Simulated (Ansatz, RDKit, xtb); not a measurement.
# C2H12BNSi2: ranking a sample of isomers

Which of a sample of isomers of C2H12BNSi2 is the most stable in the gas at 298.15 K, and what are its properties? The sample is small against all isomers, and the most stable one of this formula need not be in it.

The funnel: GFN2-xTB relaxations, single points with a density functional, relaxations at r2SCAN-D4/def2-SVP, harmonic vibrations (at GFN2-xTB), and a last energy at a higher level. All values are calculated.

## (1) Candidates

Isomers were taken from a list of plausible structures; this is a sample, not all of them. That gives 7 candidates.

| label | SMILES | spin |
| --- | --- | --- |
| c046 | CB(C)N([SiH3])[SiH3] | singlet |
| c067 | CB(C)[SiH2]N[SiH3] | singlet |
| c156 | C[Si@H](BN)C[SiH3] | singlet |
| c263 | CB(C)N[SiH2][SiH3] | singlet |
| c342 | CN[SiH2]BC[SiH3] | singlet |
| c660 | BN[Si@H]([SiH3])CC | singlet |
| c733 | B[SiH2]CN(C)[SiH3] | singlet |

Candidates are built by distance geometry, with a force field where one applies, in up to four conformers (letters a to d).

Q: Predict the outcome of this search (final energies at CCSD(T)/def2-SVP + MP2/def2-TZVPP - MP2/def2-SVP).

| quantity | value |
| --- | --- |
| lowest structure found | CB(C)N([SiH3])[SiH3], singlet |
| next finalist | CB(C)N[SiH2][SiH3], singlet, 10.2 kcal/mol higher in G |
| share at equilibrium, among the finalists | 100.0 % |

The search ends on `CB(C)N([SiH3])[SiH3]`. The margin of 10.2 kcal/mol over the next finalist is beyond the usual error of the last level; it says nothing of structures that weren't ranked. GFN2-xTB, HF/STO-3G, r2SCAN-D4/def2-SVP, r2SCAN-D4/def2-SVP, relaxed, HF/def2-SVP and MP2/def2-SVP already put its bonding pattern lowest among the structures in one piece. 3 minima inside the window were never screened. Lowest found is not proven lowest: the search is finite, and each finalist counts with one conformer. Only 7 drawn patterns were tried, so whole families of isomers are missing, and the result ranks this sample alone.
